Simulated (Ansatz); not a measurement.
# CuMoF6 (P-1): one cell under locks on the spin (series 2), part 3 of 3

Aim: hold or release the moments of CuMoF6 (P-1) in several ways at one fixed cell, and compare the energies. Cell and atoms stay fixed.

Ansatz 0.2.0; DFT PBEsol+U (U_eff = 6 eV on Mo d), plane waves, PAW. Earlier steps stand in the parts before.

**6. Site moments held (series factor 1.05; the input gives the size)**

input.yaml

```yaml
crystal:
  lattice:
    - [4.91990023, 0.0, 0.0]
    - [2.41900324, 4.41491178, 0.0]
    - [0.0856375, 2.74919871, 4.69120435]
  atoms:
    - { symbol: Cu, position: [0.0, 0.0, 0.0] }
    - { symbol: Mo, position: [0.5, 0.0, 0.5], spin: 1.07 }
    - { symbol: F, position: [0.75672296, 0.85074599, 0.24971316] }
    - { symbol: F, position: [0.24327704, 0.14925401, 0.75028684] }
    - { symbol: F, position: [0.5807794, 0.53806053, 0.73544863] }
    - { symbol: F, position: [0.4192206, 0.46193947, 0.26455137] }
    - { symbol: F, position: [0.12025522, 0.12914197, 0.26092788] }
    - { symbol: F, position: [0.87974478, 0.87085803, 0.73907212] }
basis:
  ecutwfc: 420
  ecutrho_ratio: 4
kpoints:
  mp_grid: { grid: [5, 5, 4] }
hamiltonian:
  xc: pbesol
  hubbard:
    sites:
      - { site: 1, l: d, u_eff: 6.0, starting_ns: [{ spin: up, occupation_matrix: s1up }, { spin: down, occupation_matrix: s1down }] }
    occupation_matrices:
      s1up:
        matrix:
          - [0.48195, 0.07092, -0.2598, 0.00464, 0.39103]
          - [0.07092, 0.03089, -0.03988, 0.00071, 0.06003]
          - [-0.2598, -0.03988, 0.16612, -0.00261, -0.21992]
          - [0.00464, 0.00071, -0.00261, 0.02005, 0.00393]
          - [0.39103, 0.06003, -0.21992, 0.00393, 0.351]
      s1down:
        matrix:
          - [0.02, 0.0, 0.0, 0.0, 0.0]
          - [0.0, 0.02, 0.0, 0.0, 0.0]
          - [0.0, 0.0, 0.02, 0.0, 0.0]
          - [0.0, 0.0, 0.0, 0.02, 0.0]
          - [0.0, 0.0, 0.0, 0.0, 0.02]
    ns_hold: { iters: 8 }
scf:
  occupations: { method: gaussian, width: 0.05 }
  lower_state_search: "off"
  max_iter: 150
output:
  forces: true
  stress: true
  eigenvalues: true
  populations: true
  hubbard: { sites: [{ site: 1, l: d }] }
magnetization:
  spin_polarized: true
  spin_locking: { lock_spins: true }
```

The typed matrices are held for 8 cycles. The lock stays on to the end, so the result is a constrained state unless its moments die out.

Command:

```bash
> ansatz run input.yaml --threads 4 --pin off --max-ram 6144MiB --backend cpu --events-out ev --progress --plain --runs-dir out
```

The program printed:

```text
Warning: output.stress: scf.convergence.dr2_threshold = 1e-7 eV (the SCF's general default) is looser than the 8e-10 eV advised for a printed stress (1e-10 eV for each atom of the cell: 8). What an SCF threshold leaves in a stress goes as its square root, and in the free energy as the threshold itself, and one threshold admits the most on a small cell: of the crystals measured, under no hybrid functional and no lock of the moments, on runs that ended without the residual-converged pass, on stresses that held no estimate of that error, the worst erred by over 100 MPa in a component at 1e-7 eV an atom and by under 5 at 1e-10. Set scf.convergence.dr2_threshold to 8e-10 eV or tighter. The threshold is an SCF's pass mark: one that does not reach it within its budget of iterations ends unconverged, or closes short of it on a stop that the run arms, and scf.convergence.dr2_threshold's page says what that costs each kind of run
Warning: output.stress: the lock of the moments that magnetization.spin_locking holds to the close lets an SCF meet its threshold on dr2 anywhere within the lock's freeze window, and the stress can move with the moments there: no threshold on dr2 bounds that. The window is the square root of the freeze energy over magnetization.spin_locking.lambda. Set magnetization.spin_locking.freeze_energy_tol to 1e-7 of magnetization.spin_locking.lambda or tighter (1e-7 eV at magnetization.spin_locking.lambda's default), and hold the SCF's own gates tight with it: the threshold on dr2 and, on a non-collinear run, whose gate on the magnetisation can be let go, scf.convergence.magnetization_residual_energy_tol, under 2e-7 eV over the cell's volume in cubic angstroms (a run under these bars is not thereby shown to hold its stress)
Warning: RAYON_NUM_THREADS=4 ignored (pool sized by the plan → 4); use --threads N
Cu: projections on atomic orbitals take those of the free atom [Ne] 3s2 3p6 3d10 4s1, of charge +0.00 (hamiltonian.pseudopotentials.projection_atoms); the dataset's partial waves leave at most 2.0e-6 of an orbital's norm unspanned inside its sphere
Mo: projections on atomic orbitals take those of the free atom [Ar 3d10] 4s2 4p6 4d5 5s1, of charge +0.00 (hamiltonian.pseudopotentials.projection_atoms); the dataset's partial waves leave at most 6.0e-6 of an orbital's norm unspanned inside its sphere
F: projections on atomic orbitals take those of the free atom [He] 2s2 2p5, of charge +0.00 (hamiltonian.pseudopotentials.projection_atoms); the dataset's partial waves leave at most 1.6e-8 of an orbital's norm unspanned inside its sphere
Engine: ansatz 0.2.0, aarch64-unknown-linux-gnu
Pseudopotentials: kind: paw
Pseudopotential: Cu, paw, valence charge 19, recommended cutoff 420 eV (normal), Cu.paw.azcp
Pseudopotential: Mo, paw, valence charge 14, recommended cutoff 420 eV (normal), Mo.paw.azcp
Pseudopotential: F, paw, valence charge 7, recommended cutoff 420 eV (normal), F.paw.azcp
Functional definition: PBEsol
  exchange = pbesol_x
  correlation = pbesol_c
Crystal: 8 atoms, lattice volume = 101.897 Å³
Basis set: ecut = 420 eV, 1995 PW (Γ), exchange–correlation on 72×72×80 points (8 copies of the dense FFT grid, shifted against one another)
Bands: 47, of which v1, the nominal top of the filled ones, is band 38 counted from 1 (37 counted from 0)
Symmetry: 2 space group operations
Space group: P-1 (ITA 2), of the structure as read, at distance tolerance 4.7e-5 Å
Magnetic group: BNS 2.4 (UNI 4), of the structure as read, at distance tolerance 4.7e-5 Å
k-points: 51 of 100
Non-local potential: Cu, projectors of the file, l = 0: 3, l = 1: 2, l = 2: 3, l = 3: 1
Non-local potential: Mo, projectors of the file, l = 0: 3, l = 1: 2, l = 2: 2, l = 3: 1
Non-local potential: F, projectors of the file, l = 0: 2, l = 1: 2, l = 2: 1
PAW form: soft (Blöchl's): semilocal exchange-correlation on the pseudo side does not see the compensation charge
PAW frozen core: Cu, regenerated for the run's functional, and the local potential with it (the file was generated under x = pbe(κ = 0.804, μ = 0.2195149727645171), c = pbe(β = 0.06672455060314922))
PAW frozen core: Mo, regenerated for the run's functional, and the local potential with it (the file was generated under x = pbe(κ = 0.804, μ = 0.2195149727645171), c = pbe(β = 0.06672455060314922))
PAW frozen core: F, regenerated for the run's functional, and the local potential with it (the file was generated under x = pbe(κ = 0.804, μ = 0.2195149727645171), c = pbe(β = 0.06672455060314922))
PAW one-centre angular grid: Cu, 590 points (default); XC on 64 Gauss nodes
PAW one-centre angular grid: Mo, 590 points (default); XC on 64 Gauss nodes
PAW one-centre angular grid: F, 110 points (default); XC on 64 Gauss nodes
Initial density: superposition of atomic densities (chi_scale 0.1, normalization cell, long waves kept (reshape's long-wave potential 0.05 eV rms))
Starting moments: Σ|m| = 1.07 μB on 1 of 8 sites
Initial wavefunctions: pseudopotential atomic-orbital guess
Functional: x = pbesol(κ = 0.804, μ = 0.12345679012345678), c = pbesol(β = 0.046)
SCF iter   1: F=-16257.977251 eV  HF=-16292.669953 eV  |F-HF|=3.47e1  |Δ(HF+E_count)|=         —  Δρ=9.51e-2 (↑9.51e-2 ↓9.04e-2)  dr2=3.47e1  dr2_m=2.82e-1  M=1.000 μB ∫|m|=1.154 μB  β_m=0.30  ethr=3.10e-3  ⟨swp⟩=6.3  Hψ=18693  notcnv=0
preconditioner: auto → Resta (q_TF=auto, 2.592 Å⁻¹)  ε∞=4.1  [insulator: Δε(μ)=3.479 eV  Ē_g=16.143 eV  σ=0.050 eV  W_gap=1.00  n_scr=26 (ndim 8)  ℏωp=28.3 eV  f_vac=0.114  D(μ)=0.00/eV (n_scr^D=0)  ε∞_Penn≈4.1]
spin=Collinear: Resta preconditioning applied to the charge; magnetization (m = ρ↑ − ρ↓) channel mixes plain (no charge-response kernel on spin).
SCF iter   2: F=-16274.696451 eV  HF=-16283.891045 eV  |F-HF|=9.19e0  |Δ(HF+E_count)|=    8.78e0  Δρ=4.56e-2 (↑4.56e-2 ↓4.21e-2)  dr2=1.06e1  dr2_m=1.41e-1  M=1.000 μB ∫|m|=1.224 μB  β_m=0.41  ethr=3.10e-3  ⟨swp⟩=3.0  Hψ=11221  notcnv=0  defer=382
SCF iter   3: F=-16260.671705 eV  HF=-16281.374522 eV  |F-HF|=2.07e1  |Δ(HF+E_count)|=    2.52e0  Δρ=9.87e-2 (↑9.87e-2 ↓7.04e-2)  dr2=2.22e1  dr2_m=8.52e-1  M=2.420 μB ∫|m|=2.674 μB  β_m=0.41  ethr=3.10e-3  ⟨swp⟩=3.1  Hψ=8549  notcnv=0  defer=421  recentre
SCF iter   4: F=-16273.575781 eV  HF=-16283.264039 eV  |F-HF|=9.69e0  |Δ(HF+E_count)|=    1.89e0  Δρ=4.87e-2 (↑4.87e-2 ↓4.13e-2)  dr2=1.00e1  dr2_m=1.11e-1  M=1.000 μB ∫|m|=1.202 μB  β_m=0.37  ethr=3.10e-3  ⟨swp⟩=2.8  Hψ=10284  notcnv=0  defer=323
SCF iter   5: F=-16280.858172 eV  HF=-16280.975212 eV  |F-HF|=1.17e-1  |Δ(HF+E_count)|=    2.29e0  Δρ=1.41e-2 (↑1.41e-2 ↓1.24e-2)  dr2=1.94e-1  dr2_m=1.18e-1  M=1.000 μB ∫|m|=1.667 μB  β_m=0.58  ethr=3.10e-3  ⟨swp⟩=2.1  Hψ=6690  notcnv=0  defer=408
SCF iter   6: F=-16279.168013 eV  HF=-16281.084907 eV  |F-HF|=1.92e0  |Δ(HF+E_count)|=   1.10e-1  Δρ=5.46e-2 (↑5.46e-2 ↓5.81e-3)  dr2=2.37e0  dr2_m=8.13e-1  M=1.001 μB ∫|m|=2.542 μB  β_m=0.58  ethr=2.58e-4  ⟨swp⟩=2.1  Hψ=6721  notcnv=0  defer=392
SCF iter   7: F=-16281.021794 eV  HF=-16281.048409 eV  |F-HF|=2.66e-2  |Δ(HF+E_count)|=   3.65e-2  Δρ=9.28e-3 (↑9.28e-3 ↓4.13e-3)  dr2=6.03e-2  dr2_m=1.86e-2  M=1.000 μB ∫|m|=1.977 μB  β_m=0.63  ethr=2.58e-4  ⟨swp⟩=2.3  Hψ=6424  notcnv=0  defer=338
SCF iter   8: F=-16280.916374 eV  HF=-16281.046338 eV  |F-HF|=1.30e-1  |Δ(HF+E_count)|=   2.07e-3  Δρ=7.94e-3 (↑7.94e-3 ↓5.49e-3)  dr2=1.38e-1  dr2_m=2.27e-3  M=1.000 μB ∫|m|=2.214 μB  β_m=0.70  ethr=8.04e-5  ⟨swp⟩=2.0  Hψ=8301  notcnv=0  defer=338
SCF iter   9: F=-16279.143461 eV  HF=-16281.173343 eV  |F-HF|=2.03e0  |Δ(HF+E_count)|=   1.27e-1  Δρ=4.77e-2 (↑4.77e-2 ↓1.78e-3)  dr2=2.27e0  dr2_m=5.60e-1  M=1.000 μB ∫|m|=1.516 μB  β_m=0.70  ethr=8.04e-5  ⟨swp⟩=2.3  Hψ=9604  notcnv=0  defer=339
Mixer restart at iter 9: flushing history
[... 27 lines left out ...]
Constraint outer step 1 at iter 36: max|Δm| = 4.06e-2 μB  λ_eff = 1.000 eV/μB²  [c0 t0: gradient δμ = -8.113e-2 eV/μB]
[... 7 lines left out ...]
Constraint outer step 2 at iter 42: max|Δm| = 3.08e-2 μB  λ_eff = 1.000 eV/μB²  [c0 t0: clipped δμ = -2.463e-1 eV/μB]
[... 3 lines left out ...]
SCF iter  45: F=-16283.842379 eV  HF=-16283.842360 eV  |F-HF|=1.87e-5  |Δ(HF+E_count)|=   7.94e-4  Δρ=5.01e-4 (↑4.57e-4 ↓5.01e-4)  dr2=9.27e-5  dr2_m=1.79e-4  M=1.000 μB ∫|m|=2.928 μB  β_m=0.44  ethr=3.45e-6  ⟨swp⟩=2.0  Hψ=5657  notcnv=0  defer=11
SCF iter  46: F=-16283.839661 eV  HF=-16283.839680 eV  |F-HF|=1.82e-5  |Δ(HF+E_count)|=   2.68e-3  Δρ=2.42e-4 (↑2.42e-4 ↓1.43e-4)  dr2=3.91e-5  dr2_m=2.45e-5  M=1.000 μB ∫|m|=2.932 μB  β_m=0.56  ethr=1.24e-7  ⟨swp⟩=2.0  Hψ=7825  notcnv=0  defer=11
SCF iter  47: F=-16283.838871 eV  HF=-16283.838873 eV  |F-HF|=1.20e-6  |Δ(HF+E_count)|=   8.07e-4  Δρ=6.85e-5 (↑6.85e-5 ↓5.94e-5)  dr2=3.73e-6  dr2_m=2.70e-6  M=1.000 μB ∫|m|=2.935 μB  β_m=0.63  ethr=5.21e-8  ⟨swp⟩=2.0  Hψ=6426  notcnv=0  defer=11
SCF iter  48: F=-16283.838794 eV  HF=-16283.838794 eV  |F-HF|=5.39e-8  |Δ(HF+E_count)|=   7.87e-5  Δρ=2.69e-5 (↑2.69e-5 ↓1.36e-5)  dr2=6.00e-7  dr2_m=2.78e-7  M=1.000 μB ∫|m|=2.937 μB  β_m=0.81  ethr=4.97e-9  ⟨swp⟩=2.1  Hψ=7530  notcnv=0  defer=11
SCF iter  49: F=-16283.838805 eV  HF=-16283.838805 eV  |F-HF|=5.08e-8  |Δ(HF+E_count)|=   1.09e-5  Δρ=1.34e-5 (↑1.34e-5 ↓5.90e-6)  dr2=1.72e-7  dr2_m=3.33e-8  M=1.000 μB ∫|m|=2.938 μB  β_m=0.90  ethr=7.99e-10  ⟨swp⟩=2.0  Hψ=7770  notcnv=0  defer=11
SCF iter  50: F=-16283.838804 eV  HF=-16283.838804 eV  |F-HF|=7.40e-9  |Δ(HF+E_count)|=   4.66e-7  Δρ=1.17e-5 (↑1.17e-5 ↓4.90e-6)  dr2=1.12e-7  dr2_m=2.40e-8  M=1.000 μB ∫|m|=2.938 μB  β_m=0.95  ethr=2.29e-10  ⟨swp⟩=2.0  Hψ=7555  notcnv=0  defer=11
SCF iter  51: F=-16283.838803 eV  HF=-16283.838803 eV  |F-HF|=6.16e-8  |Δ(HF+E_count)|=   1.33e-6  Δρ=1.22e-5 (↑1.22e-5 ↓4.30e-6)  dr2=1.42e-7  dr2_m=2.46e-8  M=1.000 μB ∫|m|=2.937 μB  β_m=0.98  ethr=1.33e-10  ⟨swp⟩=7.7  Hψ=17891  notcnv=0
SCF iter  52: F=-16283.838804 eV  HF=-16283.838804 eV  |F-HF|=9.61e-8  |Δ(HF+E_count)|=   1.38e-6  Δρ=9.64e-6 (↑9.64e-6 ↓6.49e-6)  dr2=1.42e-7  dr2_m=7.60e-9  M=1.000 μB ∫|m|=2.938 μB  β_m=0.90  ethr=1.50e-10  ⟨swp⟩=2.8  Hψ=8036  notcnv=0
SCF iter  53: F=-16283.838803 eV  HF=-16283.838804 eV  |F-HF|=4.54e-7  |Δ(HF+E_count)|=   8.78e-7  Δρ=1.93e-5 (↑1.93e-5 ↓7.43e-6)  dr2=4.42e-7  dr2_m=4.64e-8  M=1.000 μB ∫|m|=2.938 μB  β_m=0.72  ethr=1.50e-10  ⟨swp⟩=2.0  Hψ=8266  notcnv=0  recentre
SCF iter  54: F=-16283.838806 eV  HF=-16283.838806 eV  |F-HF|=5.09e-9  |Δ(HF+E_count)|=   2.26e-6  Δρ=2.80e-6 (↑2.80e-6 ↓1.68e-6)  dr2=3.26e-9  dr2_m=3.94e-9  M=1.000 μB ∫|m|=2.938 μB  ethr=1.33e-10  ⟨swp⟩=3.5  Hψ=19553  notcnv=0
WARN: hamiltonian.hubbard: on 1 of 2 specified blocks the occupation matrix of this SCF's result fails the test of the specified filling. At site 1 ↑ (sites count from 0 in the list of atoms of the cell that this SCF solves) the least filled combination of the orbitals specified full has occupation 0.963, and the fullest combination of the orbitals specified empty has occupation 0.943; the filling counts as kept where the first is at least 0.75 and exceeds the second by more than 0.25. The state of this SCF's result may not hold the specified filling, though these bounds can also misjudge a state that does. This warning does not say which state is lower in energy, or whether the specified filling is a self-consistent state at all; see hamiltonian.hubbard.sites[].starting_ns, Limitations, and scf.initial_density.shell_occupations in the input reference
SCF 1 converged in 54 iterations: F = -16283.838806 eV  dr2 = 3.26e-9
this state was not tested for a lower state beside it, because a magnetisation constraint still acts at the end of the SCF (magnetization_constraint; see scf.lower_state_search)
SCF converged after 54 iterations
Magnetization: 1.0000 μB (38.0000 up, 37.0000 down)
Absolute magnetization: 2.9378 μB (∫|ρ↑−ρ↓|, with the PAW one-centre terms)
Spin contamination: 0.8807 ħ² per cell (⟨S²⟩ above its minimum at these occupations)
Per-site moments (μB) at R_I (Å): [(-0.6749062571974863, 0.79710586516952), (1.0686204706053388, 0.7878427534331435), (-0.04562764439600626, 0.7971058651695205), (-0.04562764439600617, 0.79710586516952), (-0.00693508835947607, 0.7878427534331438), (-0.00693508835947602, 0.7878427534331435), (-0.04739660455960666, 0.7988476491146239), (-0.04739660455960671, 0.798847649114624)]
--- Magnetisation constraints (ε_frz = 1.0e-4 eV) ---
  site  kind      target   achieved (μB)  |Δ|max (μB)  g (eV/μB)  λ_eff  esc  ok   flags
  1     per_site  +1.0700  +1.0686        1.38e-3      -3.30e-1   1.000  0    yes
Free energy (F): -16283.838806 eV
Harris-Foulkes:  -16283.838806 eV  (|F-HF|=5.09e-9)
Internal energy: -16283.838804 eV  (E = F + TS)
E sigma→0 (E₀):  -16283.838805 eV
Entropy (-TS):   -0.000002 eV (-0.000 meV/atom)
Fermi energy:    5.283763 eV
--- Per-component energies (eV) ---
  E_band       = -1042.090484
  E_kinetic    = 1964.356251
  E_local      = -10734.424200  (includes V_loc(G=0)·N_el)
  E_nonlocal   = 983.752749
  E_hartree    = 4339.492727
  E_xc         = -734.940142
  E_vxc        = -941.270032  (∫ρ·V_xc dr)
  E_hubbard    = 4.388562  (on-site DFT+U / exact-exchange correction)
  E_vhub       = -2.422566  (the Hubbard potential's part of the band-sum identity)
  E_paw        = -5933.380705  (= ΣΔE_a)
  E_vpaw       = -990.729540  (= ΣTr[D̂ρ^β])
  E_aug_tail   = 0.012555  (compensation charges beyond the density's cutoff)
  E_constr_dc  = -0.352872  (∫m·b dr)
  E_ewald      = -6173.766757
  E_core_change = 0.670157  (= ΣΔE_core)
  E_smearing   = -0.000002  (= −TS)
  E_closure    = -0.000001  (closes the sum)
  E_penalty    = 0.000455  (constraint; not in F)
  Σ components = -16283.838806   (vs F -16283.838806, Δ=0.00e0)
--- Specified on-site occupations, and those of the state reported ---
  electrons in the specified blocks: 1.1500 specified, 3.7332 found
  site 1 (l=d) ↑: largest change of an orbital's occupation 0.9232; electrons 1.0500 specified, 2.7697 found; spectral distance 1.0344
  site 1 (l=d) ↓: largest change of an orbital's occupation 0.2557; electrons 0.1000 specified, 0.9635 found; spectral distance 0.4082
--- Forces (eV/Å), atoms counted from 1 ---
  atom   1  Cu     0.00000000     0.00000000     0.00000000
  atom   2  Mo     0.00000000     0.00000000     0.00000000
  atom   3  F      0.41444692    -0.29010300    -0.44029094
  atom   4  F     -0.41444692     0.29010300     0.44029094
  atom   5  F     -0.07037111    -0.22828219     0.21190317
  atom   6  F      0.07037111     0.22828219    -0.21190317
  atom   7  F     -0.36599932    -0.13802956    -0.33457893
  atom   8  F      0.36599932     0.13802956     0.33457893
  max |Σ_I F_I| component: 0.00e0 eV/Å
--- Stress (GPa, compression-positive) ---
        1.337945      -0.498145       0.560290
       -0.498150       2.359048      -0.201152
        0.560290      -0.201154       1.649838
  P = ⅓ Tr σ = 1.7823 GPa (17.823 kbar)
--- Band table (eV; the first three rows and the last of 102) ---
  k-point 0 ↑: bands = ["-105.9239", "-63.7804", "-63.5684", "-63.0589", "-57.9088", "-32.2244", "-32.1918", "-31.8280", "-18.0857", "-17.4993", "-17.3441", "-17.2910", "-17.1029", "-16.7518", "-1.9861", "-1.8308", "-1.4700", "-1.3055", "-0.9217", "-0.4058", "-0.1808", "0.0723", "0.4167", "1.1283", "1.3678", "1.6979", "1.8507", "1.8635", "2.0012", "2.0581", "2.1187", "2.2813", "3.0692", "3.5441", "3.9723", "4.1802", "4.3716", "5.1420", "5.6168", "7.1510", "9.7006", "10.6038", "10.8876", "15.4464", "15.8975", "16.6233", "17.3141"]
  k-point 1 ↑: bands = ["-105.9239", "-63.7804", "-63.5684", "-63.0589", "-57.9088", "-32.2246", "-32.1921", "-31.8281", "-18.0053", "-17.5116", "-17.3804", "-17.2753", "-17.1320", "-16.7815", "-1.8505", "-1.8039", "-1.3565", "-1.1690", "-0.8470", "-0.2715", "-0.2323", "-0.0799", "0.3671", "1.1315", "1.1827", "1.4251", "1.4652", "1.6163", "1.9426", "2.0181", "2.0828", "2.2032", "3.4898", "3.8503", "4.0994", "4.2804", "4.4469", "5.1086", "5.5308", "7.1310", "10.2589", "10.4625", "10.8299", "14.0830", "16.3562", "16.7118", "17.4653"]
  k-point 2 ↑: bands = ["-105.9239", "-63.7804", "-63.5684", "-63.0590", "-57.9089", "-32.2247", "-32.1923", "-31.8283", "-17.8976", "-17.5201", "-17.4623", "-17.2587", "-17.1476", "-16.8107", "-1.8178", "-1.7544", "-1.2073", "-0.7507", "-0.6996", "-0.4435", "-0.2741", "0.0296", "0.3214", "0.5409", "0.9632", "0.9827", "1.5025", "1.5285", "1.9794", "2.0499", "2.0753", "2.0940", "3.8002", "4.1743", "4.2425", "4.2614", "4.5352", "5.0707", "5.4297", "7.1028", "10.1863", "10.5531", "11.7221", "12.6299", "16.3374", "16.8048", "17.7974"]
  k-point 50 ↓: bands = ["-106.8152", "-65.0395", "-64.5092", "-63.4479", "-56.0673", "-30.5593", "-30.5344", "-29.5993", "-17.8880", "-17.5481", "-17.4785", "-17.3102", "-17.2559", "-16.7519", "-1.8514", "-1.1880", "-0.7056", "-0.4175", "-0.1836", "-0.0314", "0.1529", "0.3661", "0.5340", "0.9031", "0.9883", "1.1678", "1.4253", "1.8099", "1.8396", "1.9626", "2.0380", "2.1876", "3.4312", "3.6483", "3.7391", "3.9425", "4.5462", "8.6753", "9.3954", "9.5650", "10.9741", "11.7339", "12.6918", "14.0315", "15.0542", "16.2052", "16.9662"]
Occupation matrices written to <dir>
--- Löwdin populations: 8 sites ---
  site symbol       q [e]    m [muB]
     0     Cu     17.7018    -0.6373
     1     Mo     12.0552     1.8167
     2      F      7.5033    -0.0528
     3      F      7.5033    -0.0528
     4      F      7.4813    -0.0071
     5      F      7.4813    -0.0071
     6      F      7.4730    -0.0542
     7      F      7.4730    -0.0542
  spilling = 0.004369 (of n_electrons = 75.000000)
--- Occupation matrices: 1 shell (run DFT+U table (all-electron-ortho-atomic); ε = 4.36e-3) ---
  Mo1 d_4D: site group Ci (-1)
  Mo1 d_4D up     Tr n = 2.7697  λ = 0.255 0.287 0.321 0.943 0.963  [z2 0.47 (T2g 0.99) Ag(1.00) | xz 0.36 (Eg 0.99) Ag(1.00) | yz 0.36 (Eg 1.00) Ag(1.00) | x2-y2 0.63 (T2g 1.00) Ag(1.00) | z2 0.50 (T2g 1.00) Ag(1.00)]
  Mo1 d_4D dn     Tr n = 0.9635  λ = 0.126 0.140 0.174 0.248 0.276  [xy 0.32 (T2g 1.00) Ag(1.00) | x2-y2 0.44 (T2g 1.00) Ag(1.00) | z2 0.48 (T2g 1.00) Ag(1.00) | xz 0.39 (Eg 1.00) Ag(1.00) | yz 0.37 (Eg 1.00) Ag(1.00)]
  specified occupation → Mo1 d_4D up: matrix, ‖Δ‖_F = 1.0344, Tr Δ = -1.7197, displaced = 0.8673, d_λ = 1.0344; orbital distance = 0.0334
  specified occupation → Mo1 d_4D dn: matrix, ‖Δ‖_F = 0.4082, Tr Δ = -0.8635, displaced = 0.4318, d_λ = 0.4082; orbital distance = 0.0000
  Tr n, λ and their labels are of the run-group-symmetrised matrices; stabiliser: 2 of 4 elements of G0×{1,Θ} (closed), max defect 5.7e-16 at τ = 9.2e-4
```

It took 33 s on 4 threads of Arm Neoverse V2, shared host; peak memory 0.8 GiB.

It ends with a gap on the mesh of 0.26 eV, pressure 1.8 GPa, moments in spheres Cu -0.67; Mo 1.07 μB, largest force component 0.44 eV/Å, 2 symmetry operations imposed. The program reports that the typed filling wasn't kept.

How the shells are filled (orbitals counted by the eigenvalues of the occupation matrices):

```tsv
shell	channel	electrons	over 0.8	0.2 to 0.8	under 0.2
Mo 4d (atom 2)	up	2.77	2	3	0
Mo 4d (atom 2)	down	0.96	0	2	3
```

**7. All runs side by side**

What follows sums up all 3 parts.

Energies count from the lowest free state and have the smearing extrapolated to zero; for held moments they are taken at the target, with the constraint's term.

| start | energy (meV/atom) | gap (eV) | pressure (GPa) | largest moment (μB) | SCF cycles | time |
| --- | --- | --- | --- | --- | --- | --- |
| ferromagnetic start, free, symmetry kept, no search (earlier series) | 0.0 | 0.25 | 1.6 | 1.02 | 27 | 16 s |
| ferromagnetic start, free, default search | 0.0 | 0.25 | 1.6 | 1.02 | 39 | 1.7 min |
| site moments held (series factor 1.05; the input gives the size) [held] | 1.1 | 0.26 | 1.8 | 1.07 | 54 | 33 s |
| total moment locked, 0.25 μB per cell [held] | 67.9 | metal | 1.3 | 0.27 | 58 | 35 s |
| no spin polarisation | 148.5 | metal | 0.0 | 0.00 | 30 | 9.8 s |
| total moment locked at zero, no site moments, 0.00 μB per cell [held] | 148.5 | metal | 0.0 | 0.00 | 27 | 8.6 s |

The 2 free runs end within about 1 meV/atom of each other. The run with the program's default settings reaches the lowest one found. So large a U on a 4d or 5d shell is far over usual values; moments found here can be its artefacts. Without spin polarisation the energy is 148 meV/atom higher. The cheapest of the held states in this table, «site moments held (series factor 1.05; the input gives the size)», lies +1 meV/atom from the lowest free state; part of that can come from another filling of the orbitals. The lowest state found need not be the ground state, and the geometry wasn't relaxed for any of them.
